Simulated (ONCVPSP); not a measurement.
# An ONCV potential for iodine, from input to tests

Aim: build the potential from the settings below, then test how well it stands in for the atom: other configurations, scattering, ghost states and the plane-wave cutoff that it needs.

The numbers are computed with ONCVPSP 4.0.1 (PBE, scalar-relativistic, spin-unpolarised reference atom).

### Step 1. Starting point

Typed settings, in words:

| Item | Value |
| --- | --- |
| element | iodine (I, Z = 53) |
| type | optimised norm-conserving Vanderbilt (ONCV) |
| frozen core | [Kr] |
| valence charge | 17 |
| reference configuration | 4d10 5s1.5 5p5.5 |
| partial waves | 5s: rc 1.80 bohr, ncon 4, nbas 9, qcut 3.4 1/bohr, 2 projectors, debl 3.6 Ha; 5p: rc 1.55 bohr, ncon 4, nbas 8, qcut 5.4 1/bohr, 2 projectors, debl 0.5 Ha; 4d: rc 1.25 bohr, ncon 4, nbas 9, qcut 10.7 1/bohr, 2 projectors, debl 3.3 Ha |
| local potential | polynomial inside 1.00 bohr (lpopt 5, dvloc0 4 Ha) |
| core correction | Teter function, fcfact 2, rcfact 1.2 |

The nodes and maxima of the atom's own shells, from an earlier all-electron run, set the scale for the radii.

All-electron outer shells of the reference configuration (PBE, scalar-relativistic, ld1.x):

```csv
shell,level (eV),outermost node (bohr),outermost maximum (bohr)
4s,-181.29,0.37,0.68
4p,-128.26,0.37,0.72
4d,-50.94,0.35,0.78
5s,-17.77,0.88,1.70
5p,-7.36,0.96,2.02
```

### Step 2. The generation run

The input, I.dat:

```
# ATOM AND REFERENCE CONFIGURATION
# atsym  z   nc   nv     iexc    psfile
  I 53.00    8    3        4      upf
#
#   n    l    f
    1    0    2.00
    2    0    2.00
    2    1    6.00
    3    0    2.00
    3    1    6.00
    3    2   10.00
    4    0    2.00
    4    1    6.00
    4    2   10.00
    5    0    1.50
    5    1    5.50
#
# PSEUDOPOTENTIAL AND OPTIMIZATION
# lmax
    2
#
#   l,   rc,      ep,       ncon, nbas, qcut
    0    1.80    0.00    4    9    3.40
    1    1.55    0.00    4    8    5.40
    2    1.25    0.00    4    9   10.70
#
# LOCAL POTENTIAL
# lloc, lpopt,  rc(5),   dvloc0
    4    5    1.00    4.00
#
# VANDERBILT-KLEINMAN-BYLANDER PROJECTORs
# l, nproj, debl
    0    2    3.60
    1    2    0.50
    2    2    3.30
#
# MODEL CORE CHARGE
# icmod, fcfact, rcfact
    3    2.00    1.20
#
# LOG DERIVATIVE ANALYSIS
# epsh1, epsh2, depsh
   -3.00    5.00    0.02
#
# OUTPUT GRID
# rlmax, drl
    6.00    0.01
#
# TEST CONFIGURATIONS
# ncnf
    4
# nvcnf
#   n    l    f
    3
    4    2   10.00
    5    0    2.00
    5    1    5.00
#
    3
    4    2   10.00
    5    0    2.00
    5    1    4.00
#
    3
    4    2   10.00
    5    0    2.00
    5    1    3.00
#
    3
    4    2    9.00
    5    0    2.00
    5    1    5.00
#
```

Started as:

```sh
oncvpsp.x < I.dat > I.out
```

What does the calculation give? Wanted: cutoffs for 1 and 0.1 mHa per electron, occupied waves; bound ghosts; GHOST(+) flags; largest test error; largest phase difference near zero energy, channels read; rms error of d²Exc/dn², without and with the model core.

The runs gave:

| quantity | value |
| --- | --- |
| cutoffs for 1 and 0.1 mHa per electron, occupied waves | 62 Ha and 86 Ha |
| bound ghosts | s at -98.61 eV, p at -130.20 eV |
| GHOST(+) flags | p at 47 eV, p at 1363 eV |
| largest test error (AE − PS) | -316 meV, for 4d9 5s2 5p5 |
| largest phase difference near zero energy, channels read | 0.000 rad |
| rms error of d²Exc/dn², without and with the model core | 5.21 and 3.61 mHa |

In words: It has a bound ghost (s, p), a state that the atom doesn't have, and that rules the file out. Close by lies the frozen 4p level (-128.3 eV). The worst unpolarised test, 4d9 5s2 5p5, is off by 316 meV on 53.1 eV; by total energies transferability rates as poor. That test lies far up in energy; among those under 40 eV, nearer to bonding, the largest error is 9.3 meV. By its cutoff, 62 Ha for the looser tolerance, it is hard. At the looser tolerance the 5p wave is the slowest; 4d needs 48 Ha. Near zero energy the phases of the channels with partial waves agree within 0.001 rad. The program also flags highly localised states, GHOST(+) (p). These are tests on the free atom; a crystal test is still owed.
